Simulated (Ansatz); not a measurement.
# H₅HfNO₃: how energies converge with the basis set

One table from this session's results is given with a row withheld; the runs are named, their logs left out.

Method: one geometry, several basis sets; program: Ansatz 0.2.0, Gaussian basis.

Levels to be run: PBE0-D4/def2-SVP; ωB97M-V/def2-SVP; PBE0-D4/def2-QZVPP; ωB97M-V/def2-QZVPP; the functionals' def2-TZVPP values are taken from earlier runs.

1 further run of the same task is left out (for a known fault of the program).

### The geometry

An earlier PBE0-D4 in a triple-zeta def2 set relaxation fixed the geometry. Hf takes the def2 core potential; no spin-orbit term is included.

SMILES `[NH2][Hf]([OH])([OH])[OH]`, 10 atoms, charge 0, spin multiplicity 1.

Atoms are counted from 1 here; the program's logs count them from 0.

Bond lengths: N1–Hf2 2.042 Å, N1–H6 1.010 Å, N1–H7 1.010 Å, Hf2–O3 1.936 Å, Hf2–O4 1.936 Å, Hf2–O5 1.945 Å, O3–H8 0.951 Å, O4–H9 0.951 Å, O5–H10 0.952 Å. Angles: Hf2–N1–H6 125.5°, Hf2–N1–H7 125.5°, H6–N1–H7 108.8°, N1–Hf2–O3 106.9°, N1–Hf2–O4 106.9°, N1–Hf2–O5 111.1°, O3–Hf2–O4 115.0°, O3–Hf2–O5 108.5°, O4–Hf2–O5 108.5°, Hf2–O3–H8 156.0°, Hf2–O4–H9 155.8°, Hf2–O5–H10 146.4°.

The first run:

Input file in.yaml:

```yaml
crystal:
  periodic: [false, false, false]
  atoms:
    - {symbol: N, position_ang: [-1.399103, 0.255370, -1.063692]}
    - {symbol: Hf, position_ang: [0.174257, -0.077865, 0.193794]}
    - {symbol: O, position_ang: [0.598080, -1.963297, 0.075819]}
    - {symbol: O, position_ang: [-0.370216, 0.530667, 1.949403]}
    - {symbol: O, position_ang: [1.736716, 0.941492, -0.355270]}
    - {symbol: H, position_ang: [-1.629703, -0.299495, -1.875154]}
    - {symbol: H, position_ang: [-2.116031, 0.954450, -0.934105]}
    - {symbol: H, position_ang: [1.144146, -2.737881, 0.155995]}
    - {symbol: H, position_ang: [-0.240083, 0.841762, 2.838720]}
    - {symbol: H, position_ang: [2.101947, 1.554785, -0.985511]}
basis:
  gaussian: {orbitals: def2-SVP}
hamiltonian: {xc: pbe0, dispersion: d4}
output: {orbitals: {seedname: orbitals}}
```

On the command line:

```bash
ansatz run in.yaml --threads 4 --pin off --events-out ev --progress --plain --max-ram 10444MiB
```

Steps of the session up to this table: PBE0-D4 in def2-SVP; ωB97M-V in def2-SVP; PBE0-D4 in def2-QZVPP; ωB97M-V in def2-QZVPP.

One of the session's tables, all rows but one given; the rest of the session is left out.

```
functional       basis  HOMO (eV)  LUMO (eV)
   PBE0-D4    def2-SVP      -6.81       0.26
   PBE0-D4  def2-TZVPP      -7.00       0.04
   PBE0-D4  def2-QZVPP      -7.07      -0.28
   ωB97M-V    def2-SVP          ?          ?
   ωB97M-V  def2-TZVPP      -9.38       1.18
   ωB97M-V  def2-QZVPP      -9.45       0.56
```

Estimate the missing values for ωB97M-V, def2-SVP.

As computed: HOMO (eV): -9.18; LUMO (eV): 1.47. In the column «HOMO (eV)» it lies between ωB97M-V, def2-TZVPP (-9.38) and PBE0-D4, def2-QZVPP (-7.07).
